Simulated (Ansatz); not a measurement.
# Nb2Sn2S: the cost of one run

Program: Ansatz 0.2.0. Level of theory: DFT PBE, scalar-relativistic, plane waves, PAW. These are calculated values, not measurements.

1 further run of the same task is left out (set aside as unsound or not needed).

## 1. The starting structure

It takes space group I4/mmm (No. 139, tetragonal). The conventional cell has a = 4.392 Å, b = 4.392 Å, c = 11.703 Å, α = 90.00°, β = 90.00°, γ = 90.00°. Nb (site symmetry 4mm) is surrounded by 4 Sn at 2.64 Å and 1 Nb at 2.93 Å and 4 S at 3.43 Å. Around Sn (site symmetry -4m2) lie 4 Nb at 2.64 Å and 4 Sn at 3.11 Å and 4 S at 3.66 Å. S (site symmetry 4/mmm) has 8 Nb at 3.43 Å and 8 Sn at 3.66 Å in its first shell of neighbours.

Structure file:

```
Nb Sn S
1.0
    -2.19584    2.19584    5.85166
     2.19584   -2.19584    5.85166
     2.19584    2.19584   -5.85166
Nb Sn S
2 2 1
Cartesian
  0.0000 0.0000 4.3887
  0.0000 0.0000 7.3146
  0.0000 2.1958 2.9258
  2.1958 0.0000 2.9258
  0.0000 0.0000 0.0000
```

A structure generator made this guess: species swapped into a database cell of YMn2Si2 (I4/mmm, No. 139), with S on the Y sites, Sn on the Mn sites and Nb on the Si sites. Lengths come from tabulated atomic sizes and are only a guess.

## 2. The guess as it stands, on a coarse mesh

Input file input.yaml:

```yaml
crystal:
  lattice:
    - [-2.1958422, 2.1958422, 5.8516619]
    - [2.1958422, -2.1958422, 5.8516619]
    - [2.1958422, 2.1958422, -5.8516619]
  atoms:
    - { symbol: Nb, position: [0.375, 0.375, 0.0] }
    - { symbol: Nb, position: [0.625, 0.625, 0.0] }
    - { symbol: Sn, position: [0.75, 0.25, 0.5] }
    - { symbol: Sn, position: [0.25, 0.75, 0.5] }
    - { symbol: S, position: [0.0, 0.0, 0.0] }
basis:
  ecutwfc: 420
kpoints:
  mp_grid: { grid: [6, 6, 6] }
hamiltonian:
  xc: pbe
scf:
  occupations: { method: gaussian, width: 0.1 }
  lower_state_search: "off"
output:
  forces: true
  stress: true
  eigenvalues: true
```

Command:

```console
$ ansatz run input.yaml --threads 1 --pin off --max-ram 2560MiB --backend cpu --events-out ev --progress --plain --runs-dir out
```

**Question.** How long does this run take on 1 thread of Arm Neoverse V2, shared host, and how much memory does it need?

About 5.3 s, with a peak of 0.41 GiB.
